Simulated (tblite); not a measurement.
# C4H11BCl2N2: the cost of one run

Programs: tblite 0.8.0 and PySCF 2.14.0, with density-fitted response routines of our own. Each step states its level of theory. These are calculated values for one molecule in the gas phase, unless marked as measured. Atoms are numbered from 0 throughout.

### 1 Starting geometry

20 atoms, charge 0, multiplicity 1; geometry from: force field or distance geometry start.

Bonds of the start (Å): N0–B1 1.54, B1–Cl2 1.88, B1–Cl3 1.86, B1–N4 1.55, N4–C5 1.47, C5–C6 1.52, C6–C7 1.52, C7–C8 1.51, C8–N4 1.46, N0–H9 1.05, N0–H10 1.03, N0–H11 1.04, C5–H12 1.12, C5–H13 1.11, C6–H14 1.11, C6–H15 1.13, C7–H16 1.11, C7–H17 1.11, C8–H18 1.11, C8–H19 1.12.

### 2 Relaxing the molecule with GFN2-xTB

Job settings and geometry (Å):

```
{"job": {"kind": "relax", "xc": "GFN2-xTB", "basis": "xTB"}, "charge": 0, "multiplicity": 1}
N      2.590500     0.697800     0.162100
B      1.607400    -0.477500     0.343200
Cl     1.369700    -0.786200     2.184100
Cl     2.392800    -1.998100    -0.390400
N      0.260200    -0.191800    -0.372400
C     -0.729700    -1.281700    -0.316300
C     -2.104200    -0.652400    -0.142500
C     -1.881600     0.842500    -0.251200
C     -0.416800     1.024600     0.069100
H      2.246000     1.531200     0.705700
H      3.529200     0.435000     0.507200
H      2.640400     0.944700    -0.848900
H     -0.537900    -1.988700     0.533000
H     -0.685400    -1.854100    -1.268300
H     -2.820600    -1.008700    -0.910000
H     -2.508800    -0.897400     0.882300
H     -2.085100     1.169100    -1.296600
H     -2.540900     1.399600     0.444000
H     -0.019800     1.916900    -0.463000
H     -0.310300     1.185900     1.171400
```

Started as:

```console
$ OMP_NUM_THREADS=1 python probes_run.py task.json out
```

The driver reads the jobs from task.json and runs them one after another.

Q: Estimate the wall time and peak memory of this first job on 1 thread of Arm Neoverse N1, shared host.

About 2.6 s, with a peak of 0.18 GiB.
